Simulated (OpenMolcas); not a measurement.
# triplet BBrCl2 at ROMP2/def2-TZVPP

We compute a single-point energy of triplet BBrCl2. 

Program for the calculation: OpenMolcas 26.06.

8 further runs of the same task are left out: 8 set aside as unsound or not needed.

## 1. The system as given

BBrCl2: 4 atoms, total charge 0, spin state triplet. As SMILES of the parent species, `ClB(Cl)Br`. The shape is that of a PBE0-D4/def2-TZVP optimisation. That shape belongs to the parent species and isn't relaxed for this state.

Bond lengths: Cl1–B2 1.735 Å, B2–Cl3 1.735 Å, B2–Br4 1.901 Å. Angles: Cl1–B2–Cl3 120.1°, Cl1–B2–Br4 119.9°, Cl3–B2–Br4 119.9°.

## 2. The energy at ROMP2/def2-TZVPP

The input, job.input:

```
>>> EXPORT MOLCAS_PRINT=2

&GATEWAY
 BasLib=$CurrDir
 Coord
 4
 angstrom
 Cl       0.582100       0.666000       1.510800
 B        0.037200      -0.038100       0.022100
 Cl       0.444300      -1.679200      -0.365600
 Br      -1.008100       0.991100      -1.187600
 Basis=def2-TZVPP
 Group=NoSym

&SEWARD

&SCF
 UHF
 Spin=3
 PrOrbitals=0

&RASSCF
 FileOrb=$Project.UnaOrb
 Spin=3
 Nactel=2 0 0
 Inactive=36
 Ras2=2
 OutOrbitals=Canonical
 OrbListing=Nothing

&CASPT2
 IPEA=0.0
 Frozen=20
```

The basis set def2-TZVPP is read from a file made from the Basis Set Exchange's data (not shown).

Command:

```console
$ export MOLCAS_MEM=1860
$ pymolcas job.input > job.log
```

Q: Predict the results. Wanted: total energy.

Computed results:

At ROMP2/def2-TZVPP, 20 core orbitals frozen:

| quantity | value |
| --- | --- |
| total energy | -3516.79306 Eh |
